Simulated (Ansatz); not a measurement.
# CdGa2O2: the cost of one run

Program: Ansatz 0.2.0. Level of theory: DFT PBE, scalar-relativistic, plane waves, PAW, unless a step names another level. These are calculated values, not measurements.

2 further runs of the same task are left out: 2 that didn't finish.

## Step 1: The system as given

It takes space group P-1 (No. 2, triclinic). The conventional cell has a = 3.289 Å, b = 4.071 Å, c = 7.104 Å, α = 74.74°, β = 86.19°, γ = 89.99°. Cd (site symmetry -1) has 2 Ga at 2.62 Å as nearest neighbours. Ga (site symmetry 1) has 4 O at 1.96 to 2.14 Å as nearest neighbours. Around O (site symmetry 1) lie 4 Ga at 1.96 to 2.14 Å.

Structure file:

```
Cd Ga O
1.0
     3.28886   -0.00055    0.00876
     0.00104    4.06947    0.10193
     0.45394    1.69837    6.88340
Cd Ga O
1 2 2
Cartesian
  0.0000 0.0000 0.0000
  2.6923 3.9181 2.6601
  1.0515 1.8492 4.3340
  2.6870 1.8734 3.2474
  1.0569 3.8939 3.7467
```

It came out lowest among 23 distinct ends of the trial cells. At a tolerance of 0.02 Å it has space group P-1 (No. 2).

## Step 2: A stricter relaxation, on the response runs' mesh and smearing

File input.yaml:

```yaml
crystal:
  lattice:
    - [3.2888587584, -0.0005473627, 0.0087576644]
    - [0.0010431113, 4.0694719376, 0.1019294482]
    - [0.4539363046, 1.6983739859, 6.8833971918]
  atoms:
    - { symbol: Cd, position: [0.0, 0.0, 0.0] }
    - { symbol: Ga, position: [0.76680936, 0.8070116681, 0.3735221577] }
    - { symbol: Ga, position: [0.23319064, 0.1929883319, 0.6264778423] }
    - { symbol: O, position: [0.752462181, 0.2656070548, 0.4668787586] }
    - { symbol: O, position: [0.247537819, 0.7343929452, 0.5331212414] }
basis:
  ecutwfc: 420
kpoints:
  mp_grid: { grid: [12, 10, 6] }
hamiltonian:
  xc: pbe
scf:
  occupations: { method: gaussian, width: 0.01 }
output:
  forces: true
  stress: true
  eigenvalues: true
relax:
  adjacent_minimum: "off"
  f_tol: 0.001
  max_steps: 60
  cell: { stress_tol: 0.01 }
```

On the command line:

```console
ansatz run input.yaml --threads 3 --pin off --max-ram 7680MiB --backend cpu --events-out ev --progress --plain --runs-dir out
```

Q: Estimate wall time and peak memory on 3 threads of Arm Neoverse V2, shared host.

About 4.2 min, with a peak of 1.1 GiB.
